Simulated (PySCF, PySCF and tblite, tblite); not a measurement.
# C₆H₁₂BNO: a path driven as rotation about a bond, and NMR exchange, part 2 of 3

PySCF and tblite. Atoms count from 0. The steps go on from the part before.

## 7. Shieldings, saddle of leg 1: B3LYP/pcSseg-1

The job: settings as JSON, then the geometry in Å.

```
{"job": {"kind": "nmr", "xc": "B3LYP", "basis": "pcSseg-1", "pop": false}, "charge": 0, "multiplicity": 1}
C      0.557306     2.246009    -0.986178
B      0.871504     0.750524    -0.499523
C      2.445176     0.393991    -0.181017
C      2.558015    -0.545747     0.888077
N      2.593449    -1.299188     1.751458
O     -0.026232    -0.170693    -0.400056
C     -1.030188    -1.076670    -0.076011
C     -0.993749    -1.357163     1.426294
C     -2.396702    -0.542520    -0.515286
H     -0.465198     2.361025    -1.335184
H      0.703724     2.948189    -0.167498
H      1.221652     2.559681    -1.787738
H      2.892896    -0.048069    -1.074549
H      3.016104     1.288530     0.071317
H     -0.811824    -2.007985    -0.622686
H     -1.707375    -2.136754     1.676100
H      0.003194    -1.675641     1.722089
H     -1.245177    -0.453711     1.977373
H     -2.393527    -0.335052    -1.582760
H     -2.624732     0.377774     0.017293
H     -3.168316    -1.276532    -0.301516
```

The program printed:

```text
coarse grid: 17192 points
cycle   1  E = -390.4538609880  dE =  9.925e-01  |g| = 8.799e-01  |ddm| = 3.939e+00
cycle   2  E = -390.1700728587  dE =  2.838e-01  |g| = 1.476e+00  |ddm| = 1.850e+00
cycle   3  E = -390.5938480606  dE = -4.238e-01  |g| = 3.211e-01  |ddm| = 1.297e+00
cycle   4  E = -390.6156679945  dE = -2.182e-02  |g| = 8.212e-02  |ddm| = 2.414e-01
cycle   5  E = -390.6166608244  dE = -9.928e-04  |g| = 4.657e-02  |ddm| = 8.662e-02
cycle   6  E = -390.6170781178  dE = -4.173e-04  |g| = 5.179e-03  |ddm| = 3.066e-02
cycle   7  E = -390.6170839257  dE = -5.808e-06  |g| = 1.459e-03  |ddm| = 5.493e-03
final grid: 165120 points
cycle   8  E = -390.6974709039  dE = -6.076e-05  |g| = 8.806e-03  |ddm| = 2.788e-02
cycle   9  E = -390.6974577228  dE =  1.318e-05  |g| = 1.205e-02  |ddm| = 1.357e-02
cycle  10  E = -390.6974878749  dE = -3.015e-05  |g| = 1.661e-03  |ddm| = 7.916e-03
cycle  11  E = -390.6974883852  dE = -5.103e-07  |g| = 2.212e-04  |ddm| = 1.361e-03
cycle  12  E = -390.6974883914  dE = -6.208e-09  |g| = 1.477e-04  |ddm| = 2.723e-04
cycle  13  E = -390.6974883953  dE = -3.832e-09  |g| = 6.026e-05  |ddm| = 1.317e-04
cycle  14  E = -390.6974883960  dE = -7.580e-10  |g| = 1.266e-05  |ddm| = 4.483e-05
converged SCF energy = -390.6974883960

GIAO shielding tensors (ppm)
atom      isotropic    diamagn.    paramagn.     s11        s22        s33       span
  0 C      172.456     254.415     -81.959    158.228    165.532    193.608     35.379
  1 B       58.677     194.280    -135.604     22.379     62.552     91.099     68.720
  2 C      171.716     258.410     -86.694    159.035    166.840    189.275     30.240
  3 C       57.388     262.484    -205.096    -63.126    -52.324    287.613    350.740
  4 N      -27.083     342.985    -370.068   -198.339   -182.256    299.347    497.686
  5 O      112.256     404.776    -292.520    -54.267     50.871    340.165    394.433
  6 C      105.170     242.235    -137.064     74.979     93.348    147.184     72.205
  7 C      153.256     251.106     -97.850    134.398    145.430    179.940     45.542
  8 C      153.382     248.831     -95.448    136.301    143.467    180.379     44.077
  9 H       31.683      33.829      -2.146     27.065     31.026     36.957      9.892
 10 H       31.425      32.179      -0.754     28.637     29.367     36.272      7.635
 11 H       31.453      30.891       0.562     27.939     29.970     36.451      8.513
 12 H       30.369      30.245       0.125     26.505     29.130     35.473      8.968
 13 H       30.125      29.802       0.323     25.593     29.711     35.072      9.479
 14 H       26.628      31.700      -5.073     23.530     26.274     30.078      6.548
 15 H       30.637      30.657      -0.020     26.654     28.410     36.847     10.193
 16 H       28.741      34.211      -5.470     23.675     27.852     34.696     11.020
 17 H       30.670      33.733      -3.063     28.711     29.061     34.239      5.528
 18 H       29.999      31.178      -1.179     26.672     28.002     35.323      8.650
 19 H       30.347      32.315      -1.969     28.055     29.039     33.945      5.890
 20 H       30.540      29.525       1.015     26.493     28.473     36.654     10.162
```

It took 38 s on 1 thread of Arm Neoverse V2, shared host; peak memory 0.98 GiB.

In short: HOMO -7.31 eV, LUMO -0.03 eV; dipole 3.72 D.

The fields below are evaluated on a grid from the run's orbitals.

Frontier orbitals at B3LYP/pcSseg-1, with the share of their density that lies nearest to each atom:

```tsv
orbital	energy (eV)	lies on
HOMO	-7.31	O5 31 %; C0, C2 about 13 % each; B1 10 %
LUMO	-0.03	B1 49 %; O5 13 %; H12 8 %
```

ELF in a plane through or near 8 of the atoms.

Ten even steps from '0' (0.00) to '9' (1.00):
```
0000000000000000000000000000
0000000000000000000000000000
0000000000000000000000000000
0000000000000000000000000000
0000003531389600000000000000
0000069995599700022100000000
0000089998576100156521100000
0000038987761010154369981000
0000000027853672162199995000
0000011125166667489679992000
0000588748945886215100000000
0000588642610421586332000000
0000123489741001343699600000
0000000461275105872488400000
0000001468886301861011000000
0000001356778610000000000000
0000000136888610000000000000
0000000013554100000000000000
0000000000000000000000000000
0000000000000000000000000000
```
The map spans 11.8 Å across and 11.5 Å up, centred on the molecule. Atoms in the plane (x, y in Å): B1 (-1.2, 0.4), C2 (-2.3, -0.8), C3 (-1.8, -2.1), O5 (0.0, 0.1), C6 (1.4, -0.2), C8 (2.2, 1.1), H11 (-2.6, 2.1), H20 (3.3, 0.9).

On the surface of density 0.002 e/bohr³ the electrostatic potential runs, from the 1st to the 99th percentile, from -1.93 V near N4 to 1.11 V near B1.

## 8. Shieldings, end: B3LYP/pcSseg-1

The job: settings as JSON, then the geometry in Å.

```
{"job": {"kind": "nmr", "xc": "B3LYP", "basis": "pcSseg-1", "pop": false}, "charge": 0, "multiplicity": 1}
C      0.429154     1.724758     0.082317
B      0.883484     0.255452    -0.337882
C      2.433384     0.065519    -0.777562
C      3.286711     0.310885     0.347179
N      3.948219     0.506918     1.260981
O      0.199207    -0.878279    -0.345826
C     -1.145437    -1.173880     0.002312
C     -1.455864    -0.778069     1.443300
C     -2.124198    -0.548265    -0.988801
H     -0.643884     1.892713     0.103893
H      0.810865     1.937125     1.080906
H      0.863632     2.476441    -0.573154
H      2.620319    -0.950396    -1.130071
H      2.711962     0.764140    -1.569136
H     -1.212182    -2.268475    -0.083146
H     -2.426954    -1.172349     1.730536
H     -0.699957    -1.186952     2.109337
H     -1.466982     0.301713     1.555257
H     -1.860844    -0.835996    -2.003742
H     -2.102637     0.535560    -0.920524
H     -3.132125    -0.894244    -0.776551
```

The program printed:

```text
coarse grid: 17192 points
cycle   1  E = -390.4743237738  dE =  9.489e-01  |g| = 8.591e-01  |ddm| = 3.955e+00
cycle   2  E = -390.1924544525  dE =  2.819e-01  |g| = 1.463e+00  |ddm| = 1.825e+00
cycle   3  E = -390.6104189760  dE = -4.180e-01  |g| = 3.111e-01  |ddm| = 1.270e+00
cycle   4  E = -390.6309420721  dE = -2.052e-02  |g| = 7.997e-02  |ddm| = 2.367e-01
cycle   5  E = -390.6318662322  dE = -9.242e-04  |g| = 4.629e-02  |ddm| = 8.564e-02
cycle   6  E = -390.6322805304  dE = -4.143e-04  |g| = 4.969e-03  |ddm| = 3.214e-02
cycle   7  E = -390.6322856477  dE = -5.117e-06  |g| = 1.314e-03  |ddm| = 5.135e-03
final grid: 165120 points
cycle   8  E = -390.7125305765  dE = -7.066e-05  |g| = 9.219e-03  |ddm| = 3.457e-02
cycle   9  E = -390.7125162552  dE =  1.432e-05  |g| = 1.250e-02  |ddm| = 1.457e-02
cycle  10  E = -390.7125496299  dE = -3.337e-05  |g| = 1.923e-03  |ddm| = 8.742e-03
cycle  11  E = -390.7125502892  dE = -6.593e-07  |g| = 2.299e-04  |ddm| = 1.455e-03
cycle  12  E = -390.7125502960  dE = -6.786e-09  |g| = 1.347e-04  |ddm| = 2.648e-04
cycle  13  E = -390.7125502989  dE = -2.942e-09  |g| = 7.458e-05  |ddm| = 1.278e-04
cycle  14  E = -390.7125503001  dE = -1.144e-09  |g| = 1.224e-05  |ddm| = 5.703e-05
cycle  15  E = -390.7125503001  dE = -3.229e-11  |g| = 2.419e-06  |ddm| = 1.098e-05
converged SCF energy = -390.7125503001

GIAO shielding tensors (ppm)
atom      isotropic    diamagn.    paramagn.     s11        s22        s33       span
  0 C      176.579     256.686     -80.108    163.784    178.123    187.829     24.045
  1 B       51.008     192.730    -141.722      8.980     50.847     93.198     84.218
  2 C      169.164     254.826     -85.662    156.592    168.610    182.290     25.698
  3 C       60.268     260.077    -199.809    -57.218    -52.756    290.779    347.997
  4 N      -30.006     341.976    -371.982   -203.416   -188.263    301.662    505.078
  5 O       97.568     399.147    -301.579    -43.851     37.970    298.586    342.437
  6 C      105.641     241.549    -135.908     77.533     89.044    150.346     72.813
  7 C      155.576     250.515     -94.938    137.526    150.049    179.154     41.628
  8 C      155.858     249.383     -93.525    136.930    150.694    179.951     43.021
  9 H       31.336      35.296      -3.960     26.341     31.473     36.194      9.853
 10 H       30.742      33.772      -3.030     27.486     29.172     35.569      8.083
 11 H       31.167      32.341      -1.173     26.930     29.821     36.751      9.821
 12 H       30.276      30.355      -0.079     26.310     29.431     35.088      8.778
 13 H       30.193      28.893       1.300     27.230     28.350     34.999      7.769
 14 H       27.131      30.582      -3.450     23.879     26.470     31.044      7.165
 15 H       30.655      30.061       0.594     26.716     28.158     37.093     10.377
 16 H       30.193      32.268      -2.076     26.878     28.210     35.491      8.613
 17 H       30.228      33.969      -3.741     26.540     30.674     33.470      6.930
 18 H       30.269      30.676      -0.406     26.856     28.047     35.905      9.048
 19 H       30.207      32.881      -2.674     26.255     30.806     33.560      7.305
 20 H       30.682      29.363       1.319     26.696     28.267     37.083     10.388
```

Wall time 32 s (1 thread of Arm Neoverse V2, shared host); peak memory 1.1 GiB.

This run: HOMO -7.92 eV, LUMO -0.28 eV; dipole 5.48 D.

## 9. Barriers, rates and exchange

The job: settings as JSON, then the geometry in Å.

```
{"job": {"smiles": "CB(CC#N)OC(C)C", "charge": 0, "mult": 1, "motion": "rotation", "what": "boronate", "atoms": [1, 5], "drives": [{"terms": [["t", [0, 1, 5, 6], 0.5], ["t", [2, 1, 5, 6], 0.5]], "by": 180, "n": 12}], "study": "path", "level": {"kind": "nmr", "xc": "B3LYP", "basis": "pcSseg-1"}, "fields": [90, 200, 700], "first": 0, "seed": 644, "kind": "path"}, "charge": 0, "multiplicity": 1}
C      0.859081     2.584519    -0.496583
B      0.712865     1.007921    -0.360529
C      2.053107     0.093088    -0.504602
C      2.253717    -0.718193     0.657530
N      2.385463    -1.352416     1.602565
O     -0.494567     0.518742    -0.154106
C     -0.896032    -0.829955     0.030552
C     -1.203236    -1.052759     1.508671
C     -2.122521    -1.077741    -0.844192
H     -0.100760     3.089371    -0.445150
H      1.486284     2.983307     0.298480
H      1.334204     2.862566    -1.435151
H      1.965273    -0.570052    -1.370325
H      2.939598     0.713486    -0.646101
H     -0.085684    -1.508093    -0.271791
H     -1.573810    -2.062134     1.661882
H     -0.301208    -0.917420     2.100231
H     -1.954632    -0.340863     1.841122
H     -1.886054    -0.884317    -1.887995
H     -2.929182    -0.414122    -0.543465
H     -2.450826    -2.107992    -0.741515
```

The program printed:

```text
stationary points (kcal/mol above the start)
  n  kind          group   xTB      DFT    lowest mode
  0  minimum      C1       0.00     0.00      39.2
  1  saddle       C1      10.36    12.74    -204.2
  2  minimum      C1       2.02     2.61      10.3

GFN2-xTB energies: T/K, barrier G, reaction G (kcal/mol), k forward, k back (1/s)
 150.00     9.34     1.79     0.0779       31.7
 200.00     9.34     1.71        259    1.9e+04
 250.00     9.36     1.62   3.43e+04   9.03e+05
 298.15     9.39     1.55   8.15e+05   1.11e+07
 350.00     9.43     1.46   9.38e+06   7.68e+07
 400.00     9.49     1.38   5.45e+07    3.1e+08
 500.00     9.63     1.22   6.43e+08    2.2e+09

B3LYP/pcSseg-1 + D3(BJ) energies: T/K, barrier G, reaction G (kcal/mol), k forward, k back (1/s)
 150.00    11.72     2.38   2.63e-05     0.0784
 200.00    11.72     2.30      0.646        211
 250.00    11.74     2.22        284   2.46e+04
 298.15    11.77     2.14   1.46e+04    5.4e+05
 350.00    11.82     2.06   3.05e+05   5.86e+06
 400.00    11.87     1.98   2.72e+06   3.27e+07
 500.00    12.01     1.82   5.84e+07   3.64e+08
```

It took 2.3 min on 1 thread of Arm Neoverse V2, shared host; peak memory 1.1 GiB. This counts the whole study up to here.

Barriers by level (kcal/mol; entropies in cal/(mol K)). Zero-point and thermal terms come from xTB in every row. ΔG‡ leaves symmetry out; the rate counts one path; effective ΔG‡, where given, is the barrier that would give that rate by Eyring's equation alone:

```tsv
level	ΔE‡	with zero-point	ΔH‡	ΔS‡	ΔG‡ (298 K)	ΔE of reaction	k at 298 K (1/s)	effective ΔG‡
GFN2-xTB	10.36	9.42	9.31	-0.3	9.39	2.02	8.2e+05	9.39
B3LYP/pcSseg-1 + D3(BJ)	12.74	11.81	11.69	-0.3	11.77	2.61	1.5e+04	11.77
```

Sites that the driver pairs across this motion, and where their lines would merge (no couplings; faster rotations or exchange between molecules can average them sooner):

```tsv
nucleus	sites: shielding (ppm)	proton frequency (MHz)	spread (Hz)	coalescence (K)	lines at 298 K
¹³C	C2: 176.9; C2 (end): 169.2	700	1357	not given	–
¹³C	C0: 172.1; C0 (end): 176.6	700	782	not given	–
¹⁷O	O5: 90.9; O5 (end): 97.6	700	636	not given	–
¹¹B	B1: 52.4; B1 (end): 51.0	700	323	not given	–
¹³C	C8: 154.2; C8 (end): 155.9	700	283	not given	–
¹H	H9, H10, H11: 31.38; H9, H10, H11 (end): 31.08	700	208	not given	–
¹H	H13: 29.91; H13 (end): 30.19	700	196	not given	–
¹³C	C7: 154.8; C7 (end): 155.6	700	141	not given	–
```

A dash: the driver gave no coalescence for this row (it judged the minor form too scarce).

Rows that set an atom against itself at the end compare its shielding in the two forms.

Lines of quadrupolar nuclei are broad, so their coalescence could hardly be seen.

## 10. Shieldings, start: PBE0/pcSseg-1

The job: settings as JSON, then the geometry in Å.

```
{"job": {"kind": "nmr", "xc": "PBE0", "basis": "pcSseg-1", "pop": false}, "charge": 0, "multiplicity": 1}
C      0.859081     2.584519    -0.496583
B      0.712865     1.007921    -0.360529
C      2.053107     0.093088    -0.504602
C      2.253717    -0.718193     0.657530
N      2.385463    -1.352416     1.602565
O     -0.494567     0.518742    -0.154106
C     -0.896032    -0.829955     0.030552
C     -1.203236    -1.052759     1.508671
C     -2.122521    -1.077741    -0.844192
H     -0.100760     3.089371    -0.445150
H      1.486284     2.983307     0.298480
H      1.334204     2.862566    -1.435151
H      1.965273    -0.570052    -1.370325
H      2.939598     0.713486    -0.646101
H     -0.085684    -1.508093    -0.271791
H     -1.573810    -2.062134     1.661882
H     -0.301208    -0.917420     2.100231
H     -1.954632    -0.340863     1.841122
H     -1.886054    -0.884317    -1.887995
H     -2.929182    -0.414122    -0.543465
H     -2.450826    -2.107992    -0.741515
```

The program printed:

```text
coarse grid: 17192 points
cycle   1  E = -390.0336709612  dE =  1.003e+00  |g| = 7.772e-01  |ddm| = 3.920e+00
cycle   2  E = -389.8151498125  dE =  2.185e-01  |g| = 1.306e+00  |ddm| = 1.607e+00
cycle   3  E = -390.1519544237  dE = -3.368e-01  |g| = 2.513e-01  |ddm| = 1.081e+00
cycle   4  E = -390.1653178934  dE = -1.336e-02  |g| = 6.921e-02  |ddm| = 1.935e-01
cycle   5  E = -390.1660790361  dE = -7.611e-04  |g| = 3.534e-02  |ddm| = 6.839e-02
cycle   6  E = -390.1663190125  dE = -2.400e-04  |g| = 3.954e-03  |ddm| = 2.398e-02
cycle   7  E = -390.1663223803  dE = -3.368e-06  |g| = 1.073e-03  |ddm| = 4.038e-03
final grid: 165120 points
cycle   8  E = -390.2285733016  dE = -5.301e-05  |g| = 1.271e-02  |ddm| = 3.389e-02
cycle   9  E = -390.2285421273  dE =  3.117e-05  |g| = 1.847e-02  |ddm| = 1.923e-02
cycle  10  E = -390.2286057385  dE = -6.361e-05  |g| = 2.160e-03  |ddm| = 1.164e-02
cycle  11  E = -390.2286067230  dE = -9.845e-07  |g| = 2.638e-04  |ddm| = 1.818e-03
cycle  12  E = -390.2286067262  dE = -3.189e-09  |g| = 2.471e-04  |ddm| = 3.618e-04
cycle  13  E = -390.2286067381  dE = -1.192e-08  |g| = 6.040e-05  |ddm| = 1.866e-04
cycle  14  E = -390.2286067389  dE = -8.304e-10  |g| = 1.182e-05  |ddm| = 5.002e-05
converged SCF energy = -390.2286067389

GIAO shielding tensors (ppm)
atom      isotropic    diamagn.    paramagn.     s11        s22        s33       span
  0 C      176.912     254.533     -77.622    163.235    170.290    197.210     33.975
  1 B       56.097     191.900    -135.802     21.936     51.399     94.958     73.022
  2 C      181.450     258.107     -76.657    170.460    178.763    195.128     24.669
  3 C       63.689     263.386    -199.697    -54.423    -44.789    290.279    344.701
  4 N      -28.456     341.220    -369.676   -201.718   -181.664    298.016    499.734
  5 O       96.059     399.834    -303.774    -58.657     68.506    278.329    336.985
  6 C      112.589     245.099    -132.510     81.157    102.320    154.289     73.132
  7 C      160.475     250.421     -89.945    141.977    153.850    185.599     43.623
  8 C      159.987     247.864     -87.877    141.549    152.479    185.932     44.384
  9 H       31.254      32.281      -1.027     26.663     29.908     37.191     10.528
 10 H       31.125      30.824       0.302     27.802     29.209     36.366      8.564
 11 H       31.349      30.399       0.949     27.802     29.364     36.880      9.077
 12 H       29.986      31.985      -1.998     26.856     27.896     35.207      8.351
 13 H       29.743      29.345       0.398     25.348     28.415     35.467     10.119
 14 H       27.002      35.663      -8.660     23.801     27.687     29.518      5.717
 15 H       30.625      31.077      -0.453     26.669     28.125     37.081     10.412
 16 H       29.423      33.689      -4.266     24.335     29.170     34.762     10.427
 17 H       30.354      31.827      -1.473     27.628     28.419     35.014      7.386
 18 H       30.314      30.845      -0.532     26.196     28.463     36.281     10.085
 19 H       30.122      30.487      -0.366     27.073     28.410     34.883      7.810
 20 H       30.556      29.795       0.761     26.567     28.102     36.998     10.431
```

It took 31 s on 1 thread of Arm Neoverse V2, shared host; peak memory 0.97 GiB.

This run: HOMO -8.26 eV, LUMO -0.01 eV; dipole 3.28 D.

## 11. Single-point energy, saddle of leg 1: PBE0/pcSseg-1

The job: settings as JSON, then the geometry in Å.

```
{"job": {"kind": "sp", "xc": "PBE0", "basis": "pcSseg-1", "pop": false}, "charge": 0, "multiplicity": 1}
C      0.557306     2.246009    -0.986178
B      0.871504     0.750524    -0.499523
C      2.445176     0.393991    -0.181017
C      2.558015    -0.545747     0.888077
N      2.593449    -1.299188     1.751458
O     -0.026232    -0.170693    -0.400056
C     -1.030188    -1.076670    -0.076011
C     -0.993749    -1.357163     1.426294
C     -2.396702    -0.542520    -0.515286
H     -0.465198     2.361025    -1.335184
H      0.703724     2.948189    -0.167498
H      1.221652     2.559681    -1.787738
H      2.892896    -0.048069    -1.074549
H      3.016104     1.288530     0.071317
H     -0.811824    -2.007985    -0.622686
H     -1.707375    -2.136754     1.676100
H      0.003194    -1.675641     1.722089
H     -1.245177    -0.453711     1.977373
H     -2.393527    -0.335052    -1.582760
H     -2.624732     0.377774     0.017293
H     -3.168316    -1.276532    -0.301516
```

The program printed:

```text
coarse grid: 17192 points
cycle   1  E = -390.0144701880  dE =  1.035e+00  |g| = 7.820e-01  |ddm| = 3.909e+00
cycle   2  E = -389.8291057392  dE =  1.854e-01  |g| = 1.247e+00  |ddm| = 1.548e+00
cycle   3  E = -390.1304887134  dE = -3.014e-01  |g| = 2.628e-01  |ddm| = 1.039e+00
cycle   4  E = -390.1450867146  dE = -1.460e-02  |g| = 6.749e-02  |ddm| = 1.978e-01
cycle   5  E = -390.1458119028  dE = -7.252e-04  |g| = 3.380e-02  |ddm| = 6.630e-02
cycle   6  E = -390.1460320294  dE = -2.201e-04  |g| = 3.867e-03  |ddm| = 2.297e-02
cycle   7  E = -390.1460353137  dE = -3.284e-06  |g| = 1.037e-03  |ddm| = 4.044e-03
final grid: 165120 points
cycle   8  E = -390.2085746972  dE = -5.414e-05  |g| = 1.256e-02  |ddm| = 3.167e-02
cycle   9  E = -390.2085475714  dE =  2.713e-05  |g| = 1.777e-02  |ddm| = 1.845e-02
cycle  10  E = -390.2086065404  dE = -5.897e-05  |g| = 1.982e-03  |ddm| = 1.095e-02
cycle  11  E = -390.2086073797  dE = -8.392e-07  |g| = 2.097e-04  |ddm| = 1.800e-03
cycle  12  E = -390.2086073870  dE = -7.330e-09  |g| = 1.108e-04  |ddm| = 2.683e-04
cycle  13  E = -390.2086073889  dE = -1.892e-09  |g| = 6.382e-05  |ddm| = 1.158e-04
cycle  14  E = -390.2086073897  dE = -8.248e-10  |g| = 1.494e-05  |ddm| = 4.612e-05
converged SCF energy = -390.2086073897
```

Run time: 15 s. Hardware: 1 thread of Arm Neoverse V2, shared host; peak memory 0.76 GiB.

This run: HOMO -7.53 eV, LUMO 0.18 eV; dipole 3.76 D.

(Continued in part 3 of 3.)
